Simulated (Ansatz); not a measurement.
Working through a single point from a YAML input of In, space group Im-3m

With Ansatz 0.2.0, Python API.

Input file `scf.yaml`:
```yaml
crystal:
  lattice:
    - [-1.882525, 1.882525, 1.882525]
    - [1.882525, -1.882525, 1.882525]
    - [1.882525, 1.882525, -1.882525]
  atoms:
    - { symbol: In, position: [0.0, 0.0, 0.0] }
kpoints:
  mp_grid: { grid: [9, 9, 9] }
hamiltonian:
  xc: lda
scf:
  occupations: { method: gaussian, width: 0.05 }
basis:
  ecutwfc: "470 eV"
output:
  forces: true
  stress: true
```

The cells in order, each with its output:

**Cell 1**
```python
import ansatz as az
import numpy as np
import pandas as pd

outcome = az.Session.from_deck("scf.yaml").plan(threads=1).execute()
rep = outcome.report
```

**Cell 2**
```python
type(outcome).__name__, type(rep).__name__
```
Output:
```text
('RunOutcome', 'dict')
```

**Cell 3**
```python
n_atoms = len(rep["lattice"]["sites"])
print("F =", round(rep["free_energy_ev"], 4), "eV for", n_atoms, "atoms")
print("E(sigma -> 0) =", round(rep["energy_sigma0_ev"], 4), "eV, TS =", round(rep["entropy_ts_ev"], 5), "eV")
print("closed by", rep["closed_by"], "after", rep["n_iterations"], "iterations")
```
Output:
```text
F = -5457.1278 eV for 1 atoms
E(sigma -> 0) = -5457.1267 eV, TS = 0.00218 eV
closed by deck_thresholds after 6 iterations
```

**Cell 4**
```python
table = pd.DataFrame(rep["forces_ev_ang"], columns=["fx", "fy", "fz"])
table.insert(0, "atom", [site["symbol"] for site in rep["lattice"]["sites"]])
table.round(4)
```
Output:
```text
  atom   fx   fy   fz
0   In -0.0  0.0  0.0
```

**Cell 5**
```python
sigma = rep["stress_gpa"]
voigt = [sigma[0][0], sigma[1][1], sigma[2][2], sigma[1][2], sigma[0][2], sigma[0][1]]
print("stress xx yy zz yz xz xy (GPa, compression positive):", " ".join(f"{s:.3f}" for s in voigt))
print("P =", round(10 * float(np.mean(voigt[:3])), 2), "kbar")
```
Output:
```text
stress xx yy zz yz xz xy (GPa, compression positive): -2.471 -2.471 -2.471 0.000 -0.000 -0.000
P = -24.71 kbar
```

**Cell 6**
```python
used = rep["setup"]
print("cutoffs (eV):", used["ecut_ev"], used["ecutrho_ev"], " FFT grid:", used["fft_dense"])
print("cell volume {:.3f} A^3, {} symmetry operations".format(used["cell_volume_ang3"], used["n_sym_ops"]))
```
Output:
```text
cutoffs (eV): 470.0 1880.0  FFT grid: [24, 24, 24]
cell volume 26.686 A^3, 48 symmetry operations
```

Notes:
- Absolute energies stand on the zero of these potentials, so only differences at equal settings mean something. A total without «per atom» is that of the cell as typed.
- The mesh is modest for a metal, so energies can be off by several to tens of meV an atom and pressures by half a GPa or more; differences at equal mesh fare better.
- This isn't the structure that In takes at ambient conditions.
- The whole script took 1.4 s on 1 thread of Arm Neoverse V1, on a shared host, peak memory 0.36 GiB.

(Lines on the test bed's own set-up are left out of the output.)
